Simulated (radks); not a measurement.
# Valence configurations of V

The task here is to estimate one member of a computed series from the others.

Program: radks (a radial shooting solver on a logarithmic mesh, Libxc functionals) version 1. Level of theory: non-relativistic Kohn-Sham, PBE, spin-polarised, spherical densities, point nucleus; open shells are filled with parallel spins first. These are calculated values, not measurements, unless marked.

### The atom as given

| Quantity | Value |
| --- | --- |
| element | vanadium (Z = 23) |
| charge | 0 |
| electrons | 23 |
| configuration | [Ar] 3d3 4s2 |
| others tried | 3d1 4s2 4p2; 4s2 4p3; 3d4 4s1; 3d2.5 4s2 4p0.5; 3d2 4s2 4p1; 3d3 4s1 4p1; 3d0.5 4s2 4p2.5; 3d4 4p1; 3d0.5 4s1.5 4p3 |

The outer shells:

V
```
[Ar] core
3d [↑ ][↑ ][↑ ][  ][  ]
4s [↑↓]
```

The first run:

Settings of this run:

```text
Z 23
configuration [Ar] 3d3 4s2
relativity non-relativistic
functional pbe,pbe
spin polarised
nucleus point
```

Steps of the session up to this table: [Ar] 3d3 4s2.

One of the session's tables, all rows but one given; the rest of the session is left out.

It belongs to the step «[Ar] 3d3 4s2». Radial moments (bohr):

```
  level     <r>  outermost maximum (interpolated)  90 % within  nodes
  3s up  0.9561                             0.826         1.43      2
3s down  0.9575                             0.826         1.43      2
  3p up   1.019                             0.848         1.57      1
3p down   1.023                             0.848         1.58      1
  3d up       ?                                 ?            ?      ?
  4s up   3.310                              2.74         5.01      3
4s down   3.508                              2.89         5.33      3
3d down   1.539                             0.897         2.81      0
```

Q: Estimate the row for 3d up from the others.

As computed: <r>: 1.403; outermost maximum (interpolated): 0.888; 90 % within: 2.47; nodes: 0. In the column «<r>» it lies between 3p down (1.023) and 3d down (1.539).
